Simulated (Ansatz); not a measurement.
# ZnO: the cost of one run

Computed with Ansatz 0.2.0 (plane waves, PAW, unless a step's input says otherwise).

2 further runs of the same task are left out: 2 that didn't finish.

**1. The structure to begin with**

Symmetry: P6_3mc, No. 186, hexagonal system. The conventional cell has a = 3.235 Å, b = 3.235 Å, c = 5.211 Å, α = 90.00°, β = 90.00°, γ = 120.00°. Zn (site symmetry 3m) has 4 O at 1.97 to 1.98 Å as nearest neighbours. O (site symmetry 3m) has 4 Zn at 1.97 to 1.98 Å as nearest neighbours.

Structure file:

```
Zn O
1.0
     3.23534    0.00000    0.00000
    -1.61767    2.80189    0.00000
     0.00000    0.00000    5.21095
Zn O
2 2
Direct
  0.33333 0.66667 0.99765
  0.66667 0.33333 0.49765
  0.33333 0.66667 0.37735
  0.66667 0.33333 0.87735
```

Cell and atoms come from an earlier r2SCAN relaxation.

**2. PBE, anion s p, 6×6×4**

Input file input.yaml:

```yaml
crystal:
  lattice:
    - [3.2353408641, 1.0e-10, 0.0]
    - [-1.6176704321, 2.8018873782, 0.0]
    - [0.0, 0.0, 5.2109518316]
  atoms:
    - { symbol: Zn, position: [0.3333333333, 0.6666666667, -0.0023477534] }
    - { symbol: Zn, position: [0.6666666667, 0.3333333333, 0.4976522466] }
    - { symbol: O, position: [0.3333333333, 0.6666666667, 0.3773477534] }
    - { symbol: O, position: [0.6666666667, 0.3333333333, 0.8773477534] }
kpoints:
  mp_grid: { grid: [9, 9, 4] }
  band_path:
    path:
      - [[0.0, 0.0, 0.0], [0.5, 3.269960524431e-17, 0.0], [0.3333333333333, 0.3333333333333, 0.0], [0.0, 0.0, 0.0], [0.0, 0.0, 0.5], [0.5, 3.269960524431e-17, 0.5], [0.3333333333333, 0.3333333333333, 0.5], [0.0, 0.0, 0.5]]
      - [[0.5, 3.269960524431e-17, 0.5], [0.5, 3.269960524431e-17, 0.0]]
      - [[0.3333333333333, 0.3333333333333, 0.5], [0.3333333333333, 0.3333333333333, 0.0]]
    npoints: 10
hamiltonian:
  xc: pbe
scf:
  occupations: { method: fixed }
  n_extra_bands: 6
output:
  forces: false
  stress: false
  eigenvalues: true
  wannier:
    kmesh: [6, 6, 4]
    projections: [{ species: O, l: s, shell: 2 }, { species: O, l: p, shell: 2 }]
    minimise: true
    write_hr: true
    conv_tol: 1.0e-08
    max_iter: 3000
```

Run with:

```
> ansatz run input.yaml --threads 4 --pin off --max-ram 3686MiB --backend cpu --events-out ev --progress --plain --runs-dir out
```

Q: Estimate wall time and peak memory on 4 threads of Arm Neoverse N1, shared host.

About 5.7 s, with a peak of 0.37 GiB.
